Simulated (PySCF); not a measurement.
# [TaO2Cl2]−: from a template to the relaxed complex

Task: relax [TaO2Cl2]−, compute its harmonic modes and analyse its electrons. The structure is generated, not taken from experiment.

The runs use PySCF 2.14.0; BP86, Ta def2-SVP with ECP60, O def2-SVP, Cl def2-SVP; scalar-relativistic core potentials, no spin–orbit coupling.

4 further runs of the same task are left out: 2 for a known fault of the program, 2 that didn't finish.

## 1. Starting geometry

5 atoms, charge -1, spin multiplicity 1.

Bond lengths: Ta1–O2 1.554 Å, Ta1–O3 1.554 Å, Ta1–Cl4 2.288 Å, Ta1–Cl5 2.288 Å. Angles: O2–Ta1–O3 109.5°, O2–Ta1–Cl4 109.5°, O2–Ta1–Cl5 109.5°, O3–Ta1–Cl4 109.5°, O3–Ta1–Cl5 109.5°, Cl4–Ta1–Cl5 109.5°.

As a file:

```xyz
5
charge -1, multiplicity 1
Ta    0.0000    0.0000    0.0000
O     0.8972    0.8972    0.8972
O    -0.8972   -0.8972    0.8972
Cl    1.3209   -1.3209   -1.3209
Cl   -1.3209    1.3209   -1.3209
```

Formal oxidation states: Ta +5.

## 2. SCF at the start, singlet

Contents of run.py (the lines that set the calculation):

```python
mol = gto.M(atom='''
Ta     0.00000     0.00000     0.00000
O      0.89720     0.89720     0.89720
O     -0.89720    -0.89720     0.89720
Cl     1.32090    -1.32090    -1.32090
Cl    -1.32090     1.32090    -1.32090''',
    basis={'Ta': 'def2-SVP', 'O': 'def2-SVP', 'Cl': 'def2-SVP'},
    ecp={'Ta': 'def2-SVP'},
    charge=-1, spin=0)
mf = dft.RKS(mol, xc='B88,P86')
mf.grids.atom_grid = (50, 194)
mf = mf.density_fit()  # fitting sets: Ta def2-universal-JKFIT, O def2-universal-JKFIT, Cl def2-universal-JKFIT
mf.conv_tol = 1e-08; mf.max_cycle = 55
mf.kernel(dm0)  # dm0: free metal ions and neutral atoms
```

Launch:

```
OMP_NUM_THREADS=2 python run.py
```

Log:

```text
init E= -1152.36674568382
  HOMO = 0.0468301847665668  LUMO = 0.156530523204719  gap/eV = 2.98510
cycle= 1 E= -1126.63520756199  delta_E= 25.7  |g|= 2.44  |ddm|= 4.19
  HOMO = 0.155540627944919  LUMO = 0.194207978418135  gap/eV = 1.05219
cycle= 2 E= -1118.62791872818  delta_E= 8.01  |g|= 5.63  |ddm|= 12.4
  HOMO = -0.235534057375446  LUMO = 0.0932853075253381  gap/eV = 8.94763
cycle= 3 E= -1127.06512222174  delta_E= -8.44  |g|= 1.99  |ddm|= 11.7
  HOMO = -0.0681599393806742  LUMO = 0.0888592561484505  gap/eV = 4.27271
cycle= 4 E= -1127.63136892053  delta_E= -0.566  |g|= 1.16  |ddm|= 2.32
  HOMO = -0.0176041837228859  LUMO = 0.165938573033881  gap/eV = 4.99445
cycle= 5 E= -1127.85906146361  delta_E= -0.228  |g|= 0.314  |ddm|= 1.21
  HOMO = -0.0487664265956486  LUMO = 0.145795660557358  gap/eV = 5.29430
cycle= 6 E= -1127.88264940377  delta_E= -0.0236  |g|= 0.0883  |ddm|= 0.46
  HOMO = -0.0520824341338608  LUMO = 0.146797851192722  gap/eV = 5.41181
cycle= 7 E= -1127.88422007155  delta_E= -0.00157  |g|= 0.0148  |ddm|= 0.0675
  HOMO = -0.052952019285775  LUMO = 0.146875060118828  gap/eV = 5.43757
cycle= 8 E= -1127.88426066852  delta_E= -4.06e-05  |g|= 0.00292  |ddm|= 0.012
  HOMO = -0.0527022486680411  LUMO = 0.146979864024213  gap/eV = 5.43363
cycle= 9 E= -1127.88426287939  delta_E= -2.21e-06  |g|= 0.000442  |ddm|= 0.00344
  HOMO = -0.0527041861131667  LUMO = 0.146988944317186  gap/eV = 5.43393
cycle= 10 E= -1127.88426291396  delta_E= -3.46e-08  |g|= 0.000125  |ddm|= 0.000326
  HOMO = -0.0527113211708539  LUMO = 0.146986678535273  gap/eV = 5.43406
cycle= 11 E= -1127.88426291752  delta_E= -3.56e-09  |g|= 2.43e-05  |ddm|= 0.000112
  HOMO = -0.0527195619779999  LUMO = 0.146985477658311  gap/eV = 5.43425
Extra cycle  E= -1127.88426291677  delta_E= 7.48e-10  |g|= 6.82e-05  |ddm|= 6.5e-05
converged SCF energy = -1127.88426291677
```

It took 4.8 s on 2 threads of Arm Neoverse N1, shared host; peak memory 0.38 GiB.

Result: E = -1127.884263 Eh, HOMO -1.43 eV, LUMO 4.00 eV, Mulliken charge on Ta1 +0.34 e. 

## 3. Relaxation, singlet

Steps are kept in the start's point group, C2v.

Contents of run.py (the lines that set the calculation):

```python
mol = gto.M(atom='''
Ta     0.00000     0.00000     0.22511
O      0.89720     0.89720     1.12231
O     -0.89720    -0.89720     1.12231
Cl     1.32090    -1.32090    -1.09579
Cl    -1.32090     1.32090    -1.09579''',
    basis={'Ta': 'def2-SVP', 'O': 'def2-SVP', 'Cl': 'def2-SVP'},
    ecp={'Ta': 'def2-SVP'},
    charge=-1, spin=0)
mf = dft.RKS(mol, xc='B88,P86')
mf.grids.atom_grid = (50, 194)
mf = mf.density_fit()  # fitting sets: Ta def2-universal-JKFIT, O def2-universal-JKFIT, Cl def2-universal-JKFIT
mf.conv_tol = 1e-08; mf.max_cycle = 55
mf.kernel(dm0)  # dm0: an SCF of this state at this start
# quasi-Newton relaxation in Cartesian coordinates to a largest gradient under 0.00045 Eh/bohr, steps kept in the point group
```

Launch:

```
OMP_NUM_THREADS=2 python run.py
```

No log is kept here; the results follow.

Run time: 32 s. Hardware: 2 threads of Arm Neoverse N1, shared host.

Step by step:

```csv
step,energy from step 1 (eV),largest force component (eV/Å)
1,0.0000,19.9636
2,-3.3856,4.2771
3,-3.6380,1.4609
4,-3.6731,0.1959
5,-3.6753,0.0283
6,-3.6755,0.0310
7,-3.6756,0.0080
```

Close pairs (by a distance rule), those that changed most:

```csv
bond,before (Å),after (Å),change (Å)
Ta1–O2,1.554,1.773,+0.219
Ta1–O3,1.554,1.773,+0.219
Ta1–Cl4,2.288,2.408,+0.120
Ta1–Cl5,2.288,2.408,+0.120
```

It ends in C2v at E = -1128.019337 Eh.

```
Ta    0.0000    0.0000    0.1611
O     1.0043    1.0043    1.2226
O    -1.0043   -1.0043    1.2226
Cl    1.4215   -1.4215   -1.1640
Cl   -1.4215    1.4215   -1.1640
```

## 4. The relaxed geometry turned into its symmetry frame

Contents of run.py (the lines that set the calculation):

```python
mol = gto.M(atom='''
Ta     0.00000     0.00000     0.20756
O      1.00430     1.00430     1.26906
O     -1.00430    -1.00430     1.26906
Cl     1.42150    -1.42150    -1.11749
Cl    -1.42150     1.42150    -1.11749''',
    basis={'Ta': 'def2-SVP', 'O': 'def2-SVP', 'Cl': 'def2-SVP'},
    ecp={'Ta': 'def2-SVP'},
    charge=-1, spin=0)
mf = dft.RKS(mol, xc='B88,P86')
mf.grids.atom_grid = (50, 194)
mf = mf.density_fit()  # fitting sets: Ta def2-universal-JKFIT, O def2-universal-JKFIT, Cl def2-universal-JKFIT
mf.conv_tol = 1e-08; mf.max_cycle = 55
mf.kernel(dm0)  # dm0: free metal ions and neutral atoms
```

Launch:

```
OMP_NUM_THREADS=2 python run.py
```

Log:

```text
init E= -1152.21215401422
  HOMO = 0.0422857791548047  LUMO = 0.144741496624229  gap/eV = 2.78796
cycle= 1 E= -1126.42111574967  delta_E= 25.8  |g|= 2.65  |ddm|= 4.01
  HOMO = 0.188529313769812  LUMO = 0.203668259157049  gap/eV = 0.41195
cycle= 2 E= -1113.01287622129  delta_E= 13.4  |g|= 6.37  |ddm|= 12.1
  HOMO = -0.274753450948869  LUMO = 0.0878344575919098  gap/eV = 9.86652
cycle= 3 E= -1126.39774621539  delta_E= -13.4  |g|= 2.63  |ddm|=   11
  HOMO = -0.0393730740750547  LUMO = 0.020919463957115  gap/eV = 1.64064
cycle= 4 E= -1126.70766777498  delta_E= -0.31  |g|= 2.61  |ddm|= 3.39
  HOMO = -0.0155269065269943  LUMO = 0.147586255852102  gap/eV = 4.43854
cycle= 5 E= -1127.98190254296  delta_E= -1.27  |g|= 0.369  |ddm|=  1.9
  HOMO = -0.0560132035180786  LUMO = 0.0745568205674411  gap/eV = 3.55299
cycle= 6 E= -1127.97901107433  delta_E= 0.00289  |g|= 0.43  |ddm|= 0.72
  HOMO = -0.053145828962655  LUMO = 0.0943086284749724  gap/eV = 4.01244
cycle= 7 E= -1128.01735064895  delta_E= -0.0383  |g|= 0.0986  |ddm|= 0.273
  HOMO = -0.056363664618364  LUMO = 0.0952227333864349  gap/eV = 4.12488
cycle= 8 E= -1128.01905363931  delta_E= -0.0017  |g|= 0.0369  |ddm|= 0.0455
  HOMO = -0.0577020080590629  LUMO = 0.0959852100677872  gap/eV = 4.18204
cycle= 9 E= -1128.01933567916  delta_E= -0.000282  |g|= 0.0024  |ddm|= 0.0252
  HOMO = -0.0579771185379632  LUMO = 0.0958453072639503  gap/eV = 4.18572
cycle= 10 E= -1128.01933688157  delta_E= -1.2e-06  |g|= 0.000593  |ddm|= 0.00237
  HOMO = -0.057961809291197  LUMO = 0.0958243476575065  gap/eV = 4.18473
cycle= 11 E= -1128.01933695796  delta_E= -7.64e-08  |g|= 9.8e-05  |ddm|= 0.000444
  HOMO = -0.0579540430656639  LUMO = 0.0958249029145367  gap/eV = 4.18454
cycle= 12 E= -1128.01933696021  delta_E= -2.25e-09  |g|= 3.2e-05  |ddm|= 0.000114
  HOMO = -0.0579605489327553  LUMO = 0.0958293197783903  gap/eV = 4.18484
Extra cycle  E= -1128.01933695649  delta_E= 3.72e-09  |g|= 0.000138  |ddm|= 0.000119
converged SCF energy = -1128.01933695649
```

Wall time 3.6 s (2 threads of Arm Neoverse N1, shared host).

It gives: E = -1128.019337 Eh, HOMO -1.58 eV, LUMO 2.61 eV, Mulliken charge on Ta1 +0.55 e. 

## 5. Frequencies and infrared intensities

Changes to run.py (the lines that set the calculation) since step 4:

```diff
@@ -12,3 +12,4 @@
 mf = mf.density_fit()  # fitting sets: Ta def2-universal-JKFIT, O def2-universal-JKFIT, Cl def2-universal-JKFIT
-mf.conv_tol = 1e-08; mf.max_cycle = 55
-mf.kernel(dm0)  # dm0: free metal ions and neutral atoms
+mf.conv_tol = 1e-10; mf.max_cycle = 55
+mf.kernel(dm0)  # dm0: the density of the relaxed state
+# Hessian and dipole derivatives by central differences of gradients, 0.02 bohr
```

Launch:

```
OMP_NUM_THREADS=2 python run.py
```

The driver keeps no SCF log for this step, only its results.

Run time: 56 s. Hardware: 2 threads of Arm Neoverse N1, shared host.

Point group C2v; negative numbers are unstable modes, and those under 60 cm⁻¹ are near the numerical noise:

```csv
cm⁻¹,km/mol,symmetry
100,1.8,a1
134,8.4,b2
169,0.0,a2
183,13.1,b1
290,0.2,a1
343,82.7,b1
344,32.7,a1
873,192.7,b2
915,88.6,a1
```

## 6. Properties on a finer grid

Contents of run.py (the lines that set the calculation):

```python
mol = gto.M(atom='''
Ta     0.00000     0.00000     0.16106
O      1.00430     1.00430     1.22256
O     -1.00430    -1.00430     1.22256
Cl     1.42150    -1.42150    -1.16400
Cl    -1.42150     1.42150    -1.16400''',
    basis={'Ta': 'def2-SVP', 'O': 'def2-SVP', 'Cl': 'def2-SVP'},
    ecp={'Ta': 'def2-SVP'},
    charge=-1, spin=0)
mf = dft.RKS(mol, xc='B88,P86')
mf.grids.atom_grid = (75, 302)
mf = mf.density_fit()  # fitting sets: Ta def2-universal-JKFIT, O def2-universal-JKFIT, Cl def2-universal-JKFIT
mf.conv_tol = 1e-09; mf.max_cycle = 55
mf.kernel(dm0)  # dm0: the density of the relaxed state
```

Launch:

```
OMP_NUM_THREADS=2 python run.py
```

Log:

```text
init E= -1128.01949588866
  HOMO = -0.0580002645027601  LUMO = 0.0958665549251652  gap/eV = 4.18693
cycle= 1 E= -1128.01949571488  delta_E= 1.74e-07  |g|= 0.00119  |ddm|= 0.00175
  HOMO = -0.0577495320828429  LUMO = 0.0957334227782121  gap/eV = 4.17648
cycle= 2 E= -1128.01949073299  delta_E= 4.98e-06  |g|= 0.00519  |ddm|= 0.00424
  HOMO = -0.0579573242279308  LUMO = 0.0958376910536035  gap/eV = 4.18498
cycle= 3 E= -1128.01949600269  delta_E= -5.27e-06  |g|= 9.23e-05  |ddm|= 0.00349
  HOMO = -0.0579579070892854  LUMO = 0.095838207260034  gap/eV = 4.18501
cycle= 4 E= -1128.01949600449  delta_E= -1.8e-09  |g|= 3.2e-05  |ddm|= 0.000125
  HOMO = -0.0579546527489913  LUMO = 0.0958404971229956  gap/eV = 4.18498
cycle= 5 E= -1128.01949600479  delta_E= -2.98e-10  |g|= 1.08e-05  |ddm|= 4.39e-05
  HOMO = -0.0579564657016371  LUMO = 0.0958396034696366  gap/eV = 4.18500
Extra cycle  E= -1128.01949600442  delta_E= 3.62e-10  |g|= 4.3e-05  |ddm|= 3.66e-05
converged SCF energy = -1128.01949600442
```

Run time: 14 s. Hardware: 2 threads of Arm Neoverse N1, shared host.

Read off: E = -1128.019496 Eh, HOMO -1.58 eV, LUMO 2.61 eV, Mulliken charge on Ta1 +0.55 e, largest force component 0.017 eV/Å. 

Löwdin charges:

```csv
atom,value (e)
Ta1,-0.50
O2,-0.21
O3,-0.21
Cl4,-0.04
Cl5,-0.04
```

Mulliken charges: Ta1 +0.55, O2 -0.40, O3 -0.40, Cl4 -0.38, Cl5 -0.38 e.

Contacts (the nearest donor of each ligand) and Mayer bond orders:

```csv
contact,distance (Å),bond order
Ta1–O2 (O),1.773,2.18
Ta1–O3 (O),1.773,2.18
Ta1–Cl4 (Cl),2.408,0.99
Ta1–Cl5 (Cl),2.408,0.99
```

Mulliken populations of Ta1 outside the core potential: s 2.46, p 6.50, d 3.33, f 0.16.

Orbitals, density, ELF and potential are computed afterwards from the orbital file.

Frontier orbitals at BP86, with the share of their density that lies nearest to each atom:

```csv
orbital,energy (eV),lies on
HOMO-1,-2.60,"O2, O3 about 36 % each; Cl4, Cl5 about 11 % each"
HOMO,-1.58,"O2, O3 about 48 % each"
LUMO,2.61,"Ta1 60 %; Cl4, Cl5 about 12 % each; O2, O3 about 8 % each"
```

ELF in a plane through or near 3 of the atoms.

Values, 10 rows by 14 columns:
```
0.00 0.00 0.00 0.00 0.00 0.00 0.00 0.00 0.00 0.00 0.00 0.00 0.00 0.00
0.00 0.00 0.00 0.00 0.00 0.00 0.00 0.00 0.00 0.00 0.00 0.00 0.00 0.00
0.00 0.00 0.00 0.00 0.01 0.02 0.03 0.04 0.02 0.02 0.01 0.00 0.00 0.00
0.00 0.00 0.00 0.01 0.03 0.05 0.13 0.16 0.09 0.04 0.02 0.00 0.00 0.00
0.00 0.00 0.05 0.24 0.16 0.05 0.70 0.76 0.38 0.08 0.25 0.17 0.01 0.00
0.00 0.07 0.48 0.76 0.77 0.30 0.77 0.57 0.47 0.62 0.79 0.68 0.26 0.00
0.00 0.28 0.71 0.50 0.41 0.83 0.18 0.14 0.46 0.44 0.45 0.85 0.51 0.02
0.00 0.19 0.61 0.82 0.50 0.85 0.32 0.10 0.64 0.72 0.57 0.82 0.41 0.01
0.00 0.01 0.21 0.53 0.63 0.54 0.10 0.02 0.30 0.60 0.60 0.42 0.08 0.00
0.00 0.00 0.00 0.04 0.07 0.03 0.00 0.00 0.01 0.05 0.06 0.02 0.00 0.00
```
The map spans 9.2 Å across and 7.6 Å up, centred on the molecule. Atoms in the plane (x, y in Å): Ta1 (0.0, 0.1), Cl4 (2.0, -1.2), Cl5 (-2.0, -1.2).

log10 of the density (e/Å³) in the same plane.

Ten even steps from '0' (-4.0) to '9' (1.5):
```
0000000000000000000000000000
0000000000111111110000000000
0000000011112222111100000000
0000001112223333222111000000
0000011122344444432211100000
0000012233445555443322100000
0000112234455665544322110000
0001123344466776644433211000
0012334445578888755444332100
0023455555678888765555543200
0134456666678888766666544310
0134567777767777677777654310
0245577998766666678997755420
0235577998765555678997755320
0134567777755445577777654310
0134456666654444566666544310
0023345555543333455555433200
0001233443332222333443321000
0000122232221111222322210000
0000000111000000001110000000
```
The map spans 9.2 Å across and 7.6 Å up, centred on the molecule. Atoms in the plane (x, y in Å): Ta1 (0.0, 0.1), Cl4 (2.0, -1.2), Cl5 (-2.0, -1.2).

On the surface of density 0.002 e/bohr³ the electrostatic potential runs, from the 1st to the 99th percentile, from -5.52 V near O3 to -2.88 V near Ta1.

## 7. Results

| quantity | value |
| --- | --- |
| state and point group | singlet, C2v |
| modes | 100 to 915 cm⁻¹, none unstable |
| strongest infrared band (modes within 1.5 cm⁻¹ summed) | 873 cm⁻¹ (193 km/mol) |
| zero-point energy | 0.208 eV |
| ideal gas, 298 K, 1 bar | S = 357.6, Cp = 89.7 J/(mol K) |
| metal–ligand contacts | 1.77 to 2.41 Å |
| frontier levels | HOMO -1.58 eV, LUMO 2.61 eV |
| dipole about the centre of mass | 2.06 D |
| mean polarisability | 9.2 Å³ |

**Reading.** All modes are real, so the structure is a minimum. The metal carries -0.50 e by Löwdin's partition against a formal +5, and bond orders to the nearest donors reach 2.18. Both measures hang on the basis. One start shape was tried, so another isomer may lie lower. These are double-zeta-type bases without diffuse functions. Spin–orbit coupling is left out.
